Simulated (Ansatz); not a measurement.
## BiTe in Ansatz: the effect of functional

BiTe:

```
Bi Te
1.0
     0.00000    3.21329    3.21329
     3.21329    0.00000    3.21329
     3.21329    3.21329    0.00000
Bi Te
1 1
Direct
  0.00000 0.00000 0.00000
  0.50000 0.50000 0.50000
```

The cell isn't the ideal one: volume scaled by 0.98.

Alike in all runs:

```yaml
Program: Ansatz 0.2.0
Task: single point
Potentials_or_basis: Ansatz PAW
k_mesh: 7 × 7 × 7
Occupations: fermi-dirac, width 0.05 eV
Spin: no spin polarisation
```

```tsv
functional	cutoff	pressure (GPa)
LDA	420 eV (not typed: the program's choice for these potentials)	-1.7
PBEsol	420 eV (not typed: the program's choice for these potentials)	-0.6
r2SCAN	500 eV (not typed: the program's choice for these potentials)	?
```

Task: What does the run with functional r2SCAN give?

Result: Pressure 1.2 GPa.

Caveats: the PAW data sets come from PBE, with cores solved anew for the run's functional, which leaves a small shift of forces and pressure.
